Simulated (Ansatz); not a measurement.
# GaH3O: the cost of one run

Method: RKS PBE-D4/def2-SVP, in Ansatz 0.2.0.

## Step 1: The structure to begin with

Bond lengths: Ga1–H2 1.570 Å, Ga1–O3 1.790 Å, O3–H4 1.010 Å, Ga1–H5 1.570 Å. Angles: H2–Ga1–O3 120.0°, H2–Ga1–H5 120.0°, O3–Ga1–H5 120.0°, Ga1–O3–H4 109.5°.

As a file:

```xyz
5

Ga    0.0000    0.0000    0.0000
H     0.0000    0.0000    1.5700
O     1.5501    0.0000   -0.8950
H     1.8500   -0.9519   -1.0499
H    -1.3596    0.0000   -0.7850
```

## Step 2: Relaxing the start

Input file input.yaml:

```yaml
crystal:
  periodic: [false, false, false]
  atoms:
    - { symbol: Ga, position_ang: [0.0, 0.0, 0.0] }
    - { symbol: H, position_ang: [0.0, 0.0, 1.57] }
    - { symbol: O, position_ang: [1.5501, 0.0, -0.895] }
    - { symbol: H, position_ang: [1.85, -0.9519, -1.0499] }
    - { symbol: H, position_ang: [-1.3596, 0.0, -0.785] }
basis:
  gaussian: { orbitals: def2-SVP }
hamiltonian:
  xc: pbe
  dispersion: d4
relax:
  f_tol: 0.02
  max_steps: 40
```

The run is started by

```console
$ ansatz run input.yaml --threads 1 --pin off --max-ram 2048MiB --backend cpu --events-out ev --progress --plain --runs-dir out
```

**Question.** How long does this run take on 1 thread of Arm Neoverse V2, shared host, and how much memory does it need?

About 9.6 s, with a peak of 0.11 GiB.
